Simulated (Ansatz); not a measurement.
# TiH2 (singlet): the correlation ladder at distance Ti1–H2 = 1.473 Å, def2-SVP

The task here is to estimate one member of a computed series from the others.

Program: Ansatz 0.2.0, Gaussian basis. Level of theory: def2-SVP, core rule «outside noble gas», up to 9 orbitals frozen. These are calculated values, not measurements.

To be run: UHF; CCSD(T) on RHF; CCSD(T) on UHF; CISD; CCSDT(Q) on RHF; CCSDT(Q) on UHF; CASSCF and MRCISD+Q, 2 electrons in 2 orbitals; CASSCF and NEVPT2, 2 electrons in 2 orbitals; CASSCF and MRCISD+Q, 6 electrons in 8 orbitals; CASSCF and NEVPT4(SD), 6 electrons in 8 orbitals; CASSCF and NEVPT2, 6 electrons in 8 orbitals; Full CI.

32 further runs of the same task are left out: 9 for a known fault of the program, 19 that didn't finish, 4 set aside as unsound or not needed.

### The geometry

The geometry derives from a PBE0/def2-TZVP stationary point (not a proven minimum). One bond is set to the value named and the two fragments are kept rigid.

3 atoms, charge 0, spin multiplicity 1.

Atoms are counted from 1 here; the program's logs count them from 0.

Bond lengths: Ti1–H2 1.473 Å, Ti1–H3 1.847 Å. Angles: H2–Ti1–H3 180.0°.

Set-up of the first run:

File in.yaml:

```yaml
crystal:
  periodic: [false, false, false]
  atoms:
    - {symbol: Ti, position_ang: [0.000000, 0.000000, -0.124800]}
    - {symbol: H, position_ang: [0.000000, 0.000000, -1.597800]}
    - {symbol: H, position_ang: [0.000000, 0.000000, 1.722600]}
basis:
  gaussian: {orbitals: def2-SVP}
magnetization: {spin_polarized: true, initial_magnetization: 0}
hamiltonian: {xc: hf}
output: {orbitals: {seedname: orbitals}}
```

Launch:

```
$ ansatz run in.yaml --threads 1 --pin off --events-out ev --progress --plain --max-ram 2393MiB
```

Among the steps run: UHF; CCSD(T) on RHF; CCSD(T) on UHF; CISD; CCSDT(Q) on RHF; CCSDT(Q) on UHF; CASSCF and MRCISD+Q, 2 electrons in 2 orbitals; CASSCF and NEVPT2, 2 electrons in 2 orbitals; CASSCF and MRCISD+Q, 6 electrons in 8 orbitals; CASSCF and NEVPT4(SD), 6 electrons in 8 orbitals; CASSCF and NEVPT2, 6 electrons in 8 orbitals; Full CI.

One of the session's tables, all rows but one given; the rest of the session is left out.

```
       method  from FCI (kJ/mol)
          RHF                  ?
         RMP2             +115.6
        RCCSD              +28.6
     RCCSD(T)              +15.8
       RCCSDT               +2.7
    RCCSDT(Q)               +0.7
  CASSCF pair             +237.7
  NEVPT2 pair              +68.7
  MRCISD pair              +17.7
MRCISD+Q pair               +3.6
          FCI                  0
```

Q: Estimate the row for RHF from the others.

**Answer.** from FCI (kJ/mol): +286.3. In the column «from FCI (kJ/mol)» it is the highest.

Not comparable, so not listed: CISD (they don't share determinant, frozen orbitals or solution with the rows shown, or repeat one).

Caveats from the session: The report flags that the cluster equations may have other roots. Left out of the table: CASSCF valence, NEVPT2 valence, NEVPT4(SD) valence, MRCISD valence, MRCISD+Q valence (the active space lost an orbital or holds another state than full CI finds). Left out of the table: UHF, UMP2, UCCSD, UCCSD(T), UCCSDT, UCCSDT(Q) (another determinant or state than the rows shown). The program flags RCCSDT(Q) as in doubt, so those rows may rest on another solution; read them beside their warnings.
